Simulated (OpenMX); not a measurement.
TiSn in OpenMX: the effect of dispersion

TiSn:

```
Ti Sn
1.0
     0.00000    2.80055    2.80055
     2.80055    0.00000    2.80055
     2.80055    2.80055    0.00000
Ti Sn
1 1
Direct
  0.00000 0.00000 0.00000
  0.50000 0.50000 0.50000
```

The cell was built by a generator and needn't be a form met in nature.

Alike in all runs:

| Item | Value |
| --- | --- |
| Program | OpenMX 3.8.5 |
| Task | single point |
| Functional | PBE |
| Potentials or basis | OpenMX 2013 PBE set, Ti7.0-s3p2d2, Sn7.0-s3p2d2, grid cutoff 500 Ry |
| k mesh | 7 × 7 × 7 |
| Occupations | fermi-dirac, width 0.05 eV |
| Spin | no spin polarisation |

```tsv
dispersion	pressure (GPa)
none	0.9
D3	-1.3
D3(BJ)	?
D4	-1.4
```

**Question.** What does the run with dispersion D3(BJ) give?

**Answer.** Pressure -2.5 GPa.

Caveats: the basis of atomic orbitals isn't converged, which shifts pressures, moduli and gaps; pairwise dispersion overbinds metals, which lowers pressure and volume (some runs).
